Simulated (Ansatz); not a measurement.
# BH₅N₂O: up Jacob's ladder to CCSD(T)

The task here is to estimate one member of a computed series from the others.

Computed with Ansatz 0.2.0, Gaussian basis. Level: functionals in def2-TZVPP, the program's frozen cores in correlated methods.

Levels to be run: LDA (SPW92), PBE-D4, revPBE-D4, BLYP-D4, r2SCAN-D4, B97M-V, PBE0-D4, B3LYP-D4, r2SCANh-D4, r2SCAN0-D4, HSE06-D4, BHLYP-D4, CAM-B3LYP-D4, LC-ωPBE, ωB97X-V, ωB97M-V, B2PLYP, PBE-QIDH; CCSD(T)/def2-SVP; CCSD(T)/def2-TZVPP; MP2/def2-QZVPP; extrapolation to the limit; RPA on PBE.

## Structure used throughout

The geometry comes from an earlier relaxation with PBE0-D4 in a triple-zeta def2 set; it is a stationary point, not always the lowest conformer.

SMILES `NB(N)O`, 9 atoms, charge 0, spin multiplicity 1.

Atoms are counted from 1 here; the program's logs count them from 0.

Bond lengths: N1–B2 1.423 Å, N1–H5 1.003 Å, N1–H6 1.003 Å, B2–N3 1.415 Å, B2–O4 1.383 Å, N3–H7 1.003 Å, N3–H8 1.002 Å, O4–H9 0.957 Å. Angles: B2–N1–H5 123.7°, B2–N1–H6 123.1°, H5–N1–H6 113.3°, N1–B2–N3 121.8°, N1–B2–O4 121.9°, N3–B2–O4 116.3°, B2–N3–H7 121.0°, B2–N3–H8 124.5°, H7–N3–H8 114.5°, B2–O4–H9 113.8°.

The first run:

in.yaml reads:

```yaml
crystal:
  periodic: [false, false, false]
  atoms:
    - {symbol: N, position_ang: [-0.441614, 0.751375, -0.892891]}
    - {symbol: B, position_ang: [-0.082840, -0.088023, 0.198365]}
    - {symbol: N, position_ang: [1.187824, -0.706143, 0.277070]}
    - {symbol: O, position_ang: [-0.955401, -0.345130, 1.240663]}
    - {symbol: H, position_ang: [-1.333441, 1.201463, -0.978202]}
    - {symbol: H, position_ang: [0.176960, 0.949407, -1.657018]}
    - {symbol: H, position_ang: [1.428394, -1.295417, 1.052086]}
    - {symbol: H, position_ang: [1.910575, -0.605290, -0.408854]}
    - {symbol: H, position_ang: [-1.801959, 0.091360, 1.151679]}
basis:
  gaussian: {orbitals: def2-TZVPP}
hamiltonian: {xc: lda}
output: {orbitals: {seedname: orbitals}}
```

Among the steps run: LDA; PBE-D4 (GGA); revPBE-D4 (GGA); BLYP-D4 (GGA); r2SCAN-D4 (meta-GGA); B97M-V (meta-GGA); PBE0-D4 (hybrid); B3LYP-D4 (hybrid); r2SCANh-D4 (hybrid); r2SCAN0-D4 (hybrid); HSE06-D4 (hybrid); BHLYP-D4 (hybrid); CAM-B3LYP-D4 (range-separated); LC-ωPBE-D4 (range-separated; the results give it without D4); ωB97X-V (range-separated); ωB97M-V (range-separated); B2PLYP (double hybrid); PBE-QIDH (double hybrid).

One table of the session follows, with a row left open; its other results are not shown here.

It belongs to the step «Frontier levels by functional». 

| functional | HOMO (eV) | LUMO (eV) | gap (eV) |
| --- | --- | --- | --- |
| LDA (SPW92) | -5.53 | -0.22 | 5.31 |
| PBE-D4 | ? | ? | ? |
| revPBE-D4 | -5.30 | -0.04 | 5.25 |
| BLYP-D4 | -5.25 | -0.17 | 5.08 |
| r2SCAN-D4 | -5.67 | 0.67 | 6.34 |
| B97M-V | -5.74 | 0.11 | 5.86 |
| PBE0-D4 | -6.82 | 0.71 | 7.52 |
| B3LYP-D4 | -6.57 | 0.33 | 6.90 |
| r2SCANh-D4 | -6.22 | 0.90 | 7.11 |
| r2SCAN0-D4 | -7.04 | 1.22 | 8.25 |
| HSE06-D4 | -6.41 | 0.34 | 6.75 |
| BHLYP-D4 | -8.19 | 1.25 | 9.44 |
| CAM-B3LYP-D4 | -8.28 | 1.40 | 9.68 |
| LC-ωPBE | -9.70 | 2.74 | 12.45 |
| ωB97X-V | -9.31 | 2.53 | 11.83 |
| ωB97M-V | -9.21 | 2.04 | 11.24 |

Estimate the missing values for PBE-D4.

As computed: HOMO (eV): -5.36; LUMO (eV): -0.11; gap (eV): 5.25. In the column «HOMO (eV)» it lies between LDA (SPW92) (-5.53) and revPBE-D4 (-5.30).
